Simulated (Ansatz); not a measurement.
**C₂H₉InSi: how energies converge with the basis set**

One table from this session's results is given with a row withheld; the runs are named, their logs left out.

Method: one geometry, several basis sets; program: Ansatz 0.2.0, Gaussian basis.

Plan: PBE0-D4/def2-SVP; ωB97M-V/def2-SVP; PBE0-D4/def2-QZVPP; ωB97M-V/def2-QZVPP; the functionals' def2-TZVPP values are taken from earlier runs.

## The geometry

The geometry comes from an earlier relaxation with PBE0-D4 in a triple-zeta def2 set; it is a stationary point, not always the lowest conformer. In takes the def2 core potential; no spin-orbit term is included.

13 atoms, charge 0, spin multiplicity 1.

Atoms are counted from 1 here; the program's logs count them from 0.

Bond lengths: C1–In2 2.163 Å, C1–H5 1.090 Å, C1–H6 1.093 Å, C1–H7 1.092 Å, In2–C3 2.163 Å, In2–Si4 2.585 Å, C3–H8 1.090 Å, C3–H9 1.093 Å, C3–H10 1.092 Å, Si4–H11 1.491 Å, Si4–H12 1.493 Å, Si4–H13 1.491 Å. Angles: In2–C1–H5 112.2°, In2–C1–H6 109.3°, In2–C1–H7 109.9°, H5–C1–H6 108.7°, H5–C1–H7 109.1°, H6–C1–H7 107.5°, C1–In2–C3 117.3°, C1–In2–Si4 121.4°, C3–In2–Si4 121.3°, In2–C3–H8 112.2°, In2–C3–H9 109.3°, In2–C3–H10 110.0°, H8–C3–H9 108.6°, H8–C3–H10 109.1°, H9–C3–H10 107.6°, In2–Si4–H11 112.8°, In2–Si4–H12 109.9°, In2–Si4–H13 112.8° and more.

The first run:

Input file in.yaml:

```yaml
crystal:
  periodic: [false, false, false]
  atoms:
    - {symbol: C, position_ang: [-0.330763, 2.138091, -0.550791]}
    - {symbol: In, position_ang: [0.085946, 0.098017, 0.034860]}
    - {symbol: C, position_ang: [1.599348, -0.211391, 1.549006]}
    - {symbol: Si, position_ang: [-1.213390, -1.887769, -0.989839]}
    - {symbol: H, position_ang: [-1.010189, 2.191148, -1.401130]}
    - {symbol: H, position_ang: [-0.780777, 2.671588, 0.290585]}
    - {symbol: H, position_ang: [0.600242, 2.649835, -0.805134]}
    - {symbol: H, position_ang: [1.841399, -1.265971, 1.678656]}
    - {symbol: H, position_ang: [1.242516, 0.185148, 2.503238]}
    - {symbol: H, position_ang: [2.508163, 0.334028, 1.284792]}
    - {symbol: H, position_ang: [-1.681946, -1.617104, -2.379264]}
    - {symbol: H, position_ang: [-2.429081, -2.176337, -0.172065]}
    - {symbol: H, position_ang: [-0.410968, -3.143983, -1.028213]}
basis:
  gaussian: {orbitals: def2-SVP}
hamiltonian: {xc: pbe0, dispersion: d4}
output: {orbitals: {seedname: orbitals}}
```

Command:

```
> ansatz run in.yaml --threads 4 --pin off --events-out ev --progress --plain --max-ram 10444MiB
```

Among the steps run: PBE0-D4 in def2-SVP; ωB97M-V in def2-SVP; PBE0-D4 in def2-QZVPP; ωB97M-V in def2-QZVPP.

One of the session's tables, all rows but one given; the rest of the session is left out.

It belongs to the step «Density functionals: the series». 

| functional | basis | HOMO (eV) | LUMO (eV) |
| --- | --- | --- | --- |
| PBE0-D4 | def2-SVP | -6.85 | -1.49 |
| PBE0-D4 | def2-TZVPP | ? | ? |
| PBE0-D4 | def2-QZVPP | -6.87 | -1.56 |
| ωB97M-V | def2-SVP | -8.83 | 0.08 |
| ωB97M-V | def2-TZVPP | -8.87 | -0.06 |
| ωB97M-V | def2-QZVPP | -8.87 | -0.10 |

Estimate the missing values for PBE0-D4, def2-TZVPP.

As computed: HOMO (eV): -6.86; LUMO (eV): -1.54. In the column «HOMO (eV)» it lies between PBE0-D4, def2-QZVPP (-6.87) and PBE0-D4, def2-SVP (-6.85).
